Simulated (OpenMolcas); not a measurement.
# Cu²⁺ among point charges: CASSCF and CASPT2 levels and susceptibility

Aim: the splitting of the states of Cu²⁺ in the field of 6 point charges, its lowest levels with spin-orbit coupling and its magnetic susceptibility.

The numbers are computed with OpenMolcas 26.06 (state-averaged CASSCF and CASPT2, spin-orbit coupling by RASSI with atomic mean-field integrals), except any that are marked as measured or tabulated.

### 1 What is computed

- Species: Cu²⁺ (copper, Z = 29, 27 electrons)
- Basis: ANO-RCC-VDZP [5s4p2d1f], 34 functions
- Scalar Hamiltonian: DKH2, point nucleus
- Inactive shells: 1s 2s 2p 3s 3p
- Active space: 9 electrons in 5 orbitals (3d)
- Some configurations of this space: 3d⁹
- Orbitals: optimised for each spin and parity, averaged over all roots

Outer shells as boxes (Hund's rule):

3d9
```
3d [↑↓][↑↓][↑↓][↑↓][↑ ]
```

The ion sits among 6 point charges of -2.2 e arranged as an octahedron (Oh), 1.74 Å from the ion.

The work runs as a chain of OpenMolcas steps in one folder; each step below is one input file. Labels, J, g values, rates, χT and fits are worked out afterwards by a script from the matrices that RASSI stores. The input lists half of the charges; inversion (Group=XYZ) makes the rest.

### 2 One- and two-electron integrals

Input file a.inp:

```
&GATEWAY
Coord
1

Cu 0.0 0.0 0.0
Basis=ANO-RCC-VDZP
Group=XYZ
NoMove
AngMom=0.0 0.0 0.0
AMFI
XField
3 Angstrom 0
1.740000 0.000000 0.000000 -2.200000
0.000000 1.740000 0.000000 -2.200000
0.000000 0.000000 1.740000 -2.200000
&SEWARD
```

Started as:

```console
OMP_NUM_THREADS=1 MOLCAS_MEM=1689 MOLCAS_PROJECT=a pymolcas a.inp > a.log
```

### 3 Reference wave functions, doublets of even parity, 5 roots

Input file a.inp:

```
&RASSCF
FileOrb=start.orb
Symmetry=1
Spin=2
nActEl=9 0 0
Inactive=3 6
Ras2=5 0
CIRoot=5 5 1
SDav=5
CIMx=300
Iter=120 100
PrWF=0.3
OrbListing=Nothing
MaxOrb=0
>>> COPY $Project.JobIph JOB001
```

start.orb holds the contracted functions of the basis, ordered by shell, or the orbitals of the step before.

### 4 State interaction with spin-orbit coupling

Input file a.inp:

```
&RASSI
NrOfJobIphs=1 5
1 2 3 4 5
IphNames
JOB001
EJob
SpinOrbit
DIPRint=1.0
SOCoupling=1000.0
Subsets=2
Property=9
'ANGMOM' 1 'ANGMOM' 2 'ANGMOM' 3 'MLTPL  1' 1 'MLTPL  1' 2 'MLTPL  1' 3
'AMFI' 1 'AMFI' 2 'AMFI' 3
SOProperty=3
'ANGMOM' 1 'ANGMOM' 2 'ANGMOM' 3
```

### 5 CASPT2: IPEA 0.25, imaginary shift 0.1 (closed shells correlated: 3s 3p)

Input file a.inp:

```
>>> COPY JOB001 $Project.JobIph
&CASPT2
Multistate=5 1 2 3 4 5
NoMult
Frozen=2 3
IPEA=0.25
Imaginary=0.1
MaxIter=60
WThr=0.0 0.3 0.05
PrWF=0.5
NoMix
```

(Steps that only read results are left out.)

Before running it: what results should come out? Wanted: spin-free ground state; first state of the same spin within the active space; lowest level; next level.

**Answer**, as computed:

```
                                            quantity                                                                        value
                                              method  SS-CASPT2, IPEA 0.25, imaginary shift 0.1 (closed shells correlated: 3s 3p)
                              spin-free ground state                                               2E, 2-fold in its orbital part
first state of the same spin within the active space                                                             2T2 at 8310 cm⁻¹
                                        lowest level                                                                    4-fold Γ8
                                          next level                                                                  7624.3 cm⁻¹
                                         χT at 300 K                                                               0.57 cm³ K/mol
                           effective moment at 300 K                                                                      2.13 μB
```

Cost by method:

```tsv
method	time of its own steps	time with the reference
A. CASSCF	1.5 s	1.5 s
B. SS-CASPT2, IPEA 0.25, imaginary shift 0.1, +3s 3p	0.47 s	2 s
```

Times are of one thread on a shared host.

The spin-free ground state (2E) comes to 100 % from free-ion D terms and keeps the highest spin of the shell. χT at 300 K is 0.57, against 0.38 cm³ K/mol for the spin alone, so orbital moment adds to it. A ligand-field fit to the states below 45000 cm-1 gives 10Dq = 8314 cm-1, the gap between the two states. An orbital doublet at a regular site is open to a Jahn-Teller distortion, which this geometry leaves out. The field of point charges can differ much from that of real complexes. Point charges carry no covalency, so the field is a model and not that of real ligands.
